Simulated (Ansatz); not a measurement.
# ZnH2: ionisation energy by level of theory

One table from this session's results is given with a row withheld; the runs are named, their logs left out.

Method: unrestricted cation, the program's frozen cores in correlated methods; program: Ansatz 0.2.0, Gaussian basis.

Levels to be run: UKS PBE-D4/def2-TZVPP; UKS r2SCAN-D4/def2-TZVPP; UKS PBE0-D4/def2-TZVPP; UKS B3LYP-D4/def2-TZVPP; UKS wB97X-V/def2-TZVPP; UKS wB97M-V/def2-TZVPP; UKS B2PLYP (frozen core with 3s3p of Cu, Zn)/def2-TZVPP; UHF-CCSD(T) with 3s3p of Cu, Zn/def2-TZVPP; UHF-CCSD(T) with 3s3p of Cu, Zn/def2-QZVPP; extrapolation to the limit; then −ε(HOMO) from the neutral's earlier runs with LDA (SPW92), PBE-D4, revPBE-D4, BLYP-D4, r2SCAN-D4, B97M-V, PBE0-D4, B3LYP-D4, r2SCANh-D4, r2SCAN0-D4, HSE06-D4, BHLYP-D4, CAM-B3LYP-D4, LC-ωPBE, ωB97X-V, ωB97M-V.

## The relaxed structure

The geometry comes from an earlier relaxation with PBE0-D4 in a triple-zeta def2 set; it is a stationary point.

3 atoms, charge 0, spin multiplicity 1.

Atoms are counted from 1 here; the program's logs count them from 0.

Bond lengths: Zn1–H2 1.544 Å, Zn1–H3 1.544 Å. Angles: H2–Zn1–H3 180.0°.

As a file:

```
Zn   -0.0037   -0.0216   -0.0044
H     0.5906    1.3242    0.4655
H    -0.5979   -1.3674   -0.4744
```

Set-up of the first run:

in.yaml

```yaml
crystal:
  periodic: [false, false, false]
  atoms:
    - {symbol: Zn, position_ang: [-0.003667, -0.021601, -0.004433]}
    - {symbol: H, position_ang: [0.590601, 1.324162, 0.465489]}
    - {symbol: H, position_ang: [-0.597935, -1.367361, -0.474356]}
basis:
  gaussian: {orbitals: def2-TZVPP}
total_charge: 1
magnetization: {spin_polarized: true, initial_magnetization: 1}
hamiltonian: {xc: pbe, dispersion: d4}
```

Started as:

```
ansatz run in.yaml --threads 2 --pin off --events-out ev --progress --plain --max-ram 32768MiB --backend cpu
```

Steps of the session up to this table: Cation, UKS PBE-D4/def2-TZVPP; Cation, UKS r2SCAN-D4/def2-TZVPP; Cation, UKS PBE0-D4/def2-TZVPP; Cation, UKS B3LYP-D4/def2-TZVPP; Cation, UKS wB97X-V/def2-TZVPP; Cation, UKS wB97M-V/def2-TZVPP; Cation, UKS B2PLYP (frozen core with 3s3p of Cu, Zn)/def2-TZVPP; Cation, UHF-CCSD(T) with 3s3p of Cu, Zn/def2-TZVPP; Cation, UHF-CCSD(T) with 3s3p of Cu, Zn/def2-QZVPP.

One table of the session follows, with a row left open; its other results are not shown here.

It belongs to the step «Ionisation energies side by side». Orbital estimates, from the neutral's runs:

```
  functional  −ε(HOMO) (eV)
 LDA (SPW92)           6.91
      PBE-D4           6.86
   revPBE-D4           6.83
     BLYP-D4           6.79
   r2SCAN-D4           7.16
      B97M-V           7.21
     PBE0-D4           8.01
    B3LYP-D4           7.85
  r2SCANh-D4           7.58
  r2SCAN0-D4           8.21
    HSE06-D4           7.60
    BHLYP-D4              ?
CAM-B3LYP-D4           9.42
     LC-ωPBE          10.82
     ωB97X-V          10.43
     ωB97M-V          10.22
```

**Question.** Estimate the row for BHLYP-D4.

Worked estimate for «−ε(HOMO) (eV)». Against the share of exact exchange, BLYP-D4 (0, 6.79), B3LYP-D4 (0.2, 7.85) give a slope of 5.30 per unit share; at 0.5 the line stands at 9.44.

The run gave: −ε(HOMO) (eV): 9.12. In «−ε(HOMO) (eV)» the line misses by +0.32.
